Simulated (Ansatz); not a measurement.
# Sn4SeS3: the cost of one run

Method: DFT PBE, scalar-relativistic, plane waves, PAW, in Ansatz 0.2.0.

## (1) Starting point

The structure is tetragonal, space group I4/mmm (No. 139). The conventional cell has a = 5.957 Å, b = 5.957 Å, c = 11.914 Å, α = 90.00°, β = 90.00°, γ = 90.00°. Sn (site symmetry 4mm) is surrounded by 5 S at 2.98 Å and 1 Se at 2.98 Å. Sn (site symmetry mmm) has 2 Se at 2.98 Å and 4 S at 2.98 Å as nearest neighbours. Se (site symmetry 4/mmm) is surrounded by 6 Sn at 2.98 Å. S (site symmetry 4/mmm) has 6 Sn at 2.98 Å as nearest neighbours. S (site symmetry -4m2) is surrounded by 6 Sn at 2.98 Å.

As a file:

```xyz
8
Lattice="-2.9784 2.9784 5.9568 2.9784 -2.9784 5.9568 2.9784 2.9784 -5.9568" Properties=species:S:1:pos:R:3 pbc="T T T"
Sn    0.0000    0.0000    8.9352
Sn    0.0000    0.0000    2.9784
Sn    0.0000    2.9784    0.0000
Sn    2.9784    0.0000    0.0000
Se    0.0000    0.0000    0.0000
S     0.0000    0.0000    5.9568
S     2.9784    0.0000    2.9784
S     0.0000    2.9784    2.9784
```

The start is an ordering of an alloy on its end members' structure types: elements ordered on the sites of the SnSe type, S/Se on Se (I4/mmm, No. 139).

## (2) The guess as it stands, on a coarse mesh

Contents of input.yaml:

```yaml
crystal:
  lattice:
    - [-2.97839769, 2.97839769, 5.95679539]
    - [2.97839769, -2.97839769, 5.95679539]
    - [2.97839769, 2.97839769, -5.95679539]
  atoms:
    - { symbol: Sn, position: [0.75, 0.75, 0.0] }
    - { symbol: Sn, position: [0.25, 0.25, 0.0] }
    - { symbol: Sn, position: [0.5, 0.0, 0.5] }
    - { symbol: Sn, position: [0.0, 0.5, 0.5] }
    - { symbol: Se, position: [0.0, 0.0, 0.0] }
    - { symbol: S, position: [0.5, 0.5, 0.0] }
    - { symbol: S, position: [0.25, 0.75, 0.5] }
    - { symbol: S, position: [0.75, 0.25, 0.5] }
basis:
  ecutwfc: 420
kpoints:
  mp_grid: { grid: [4, 4, 4] }
hamiltonian:
  xc: pbe
scf:
  occupations: { method: gaussian, width: 0.1 }
  lower_state_search: "off"
output:
  forces: true
  stress: true
  eigenvalues: true
```

Started as:

```console
ansatz run input.yaml --threads 1 --pin off --max-ram 2560MiB --backend cpu --events-out ev --progress --plain --runs-dir out
```

What time and memory should one allow on 1 thread of Intel Xeon 6975P-C (Granite Rapids), shared host?

About 4.6 s, with a peak of 0.57 GiB.
